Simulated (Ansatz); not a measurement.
# CH₃ClOSn: small, medium and large basis sets

An exercise on one series of results from a longer session: the logs are not shown, and one member is left open.

Program: Ansatz 0.2.0, Gaussian basis. Level of theory: one geometry, several basis sets. These are calculated values, not measurements.

The runs, in order: PBE0-D4/def2-SVP; ωB97M-V/def2-SVP; PBE0-D4/def2-QZVPP; ωB97M-V/def2-QZVPP; the functionals' def2-TZVPP values are taken from earlier runs.

## The relaxed structure

An earlier PBE0-D4 in a triple-zeta def2 set relaxation fixed the geometry. Sn takes the def2 core potential; no spin-orbit term is included.

7 atoms, charge 0, spin multiplicity 1.

Atoms are counted from 1 here; the program's logs count them from 0.

Bond lengths: Cl1–Sn2 2.429 Å, Sn2–O4 2.397 Å, Sn2–H5 1.777 Å, C3–O4 1.210 Å, C3–H6 1.100 Å, C3–H7 1.100 Å. Angles: Cl1–Sn2–O4 87.0°, Cl1–Sn2–H5 93.3°, O4–Sn2–H5 82.9°, O4–C3–H6 121.1°, O4–C3–H7 119.4°, H6–C3–H7 119.5°, Sn2–O4–C3 125.2°.

Set-up of the first run:

File in.yaml:

```yaml
crystal:
  periodic: [false, false, false]
  atoms:
    - {symbol: Cl, position_ang: [1.113898, -1.605602, -1.230749]}
    - {symbol: Sn, position_ang: [-1.037907, -1.738808, -0.112600]}
    - {symbol: C, position_ang: [0.092721, 1.306769, -0.061217]}
    - {symbol: O, position_ang: [-0.800777, 0.601689, 0.348905]}
    - {symbol: H, position_ang: [-0.305452, -1.904095, 1.497992]}
    - {symbol: H, position_ang: [0.909191, 0.892353, -0.670892]}
    - {symbol: H, position_ang: [0.089624, 2.379494, 0.182862]}
basis:
  gaussian: {orbitals: def2-SVP}
hamiltonian: {xc: pbe0, dispersion: d4}
output: {orbitals: {seedname: orbitals}}
```

On the command line:

```sh
$ ansatz run in.yaml --threads 2 --pin off --events-out ev --progress --plain --max-ram 4352MiB
```

Steps of the session up to this table: PBE0-D4 in def2-SVP; ωB97M-V in def2-SVP; PBE0-D4 in def2-QZVPP; ωB97M-V in def2-QZVPP.

One table of the session follows, with a row left open; its other results are not shown here.

It belongs to the step «Functionals by basis». 

```
functional       basis  HOMO (eV)  LUMO (eV)
   PBE0-D4    def2-SVP      -6.28      -2.37
   PBE0-D4  def2-TZVPP      -6.42      -2.53
   PBE0-D4  def2-QZVPP      -6.45      -2.58
   ωB97M-V    def2-SVP      -8.27       0.07
   ωB97M-V  def2-TZVPP      -8.46      -0.21
   ωB97M-V  def2-QZVPP          ?          ?
```

Q: Estimate the row for ωB97M-V, def2-QZVPP from the others.

**Answer.** HOMO (eV): -8.49; LUMO (eV): -0.30. In the column «HOMO (eV)» it is the lowest.
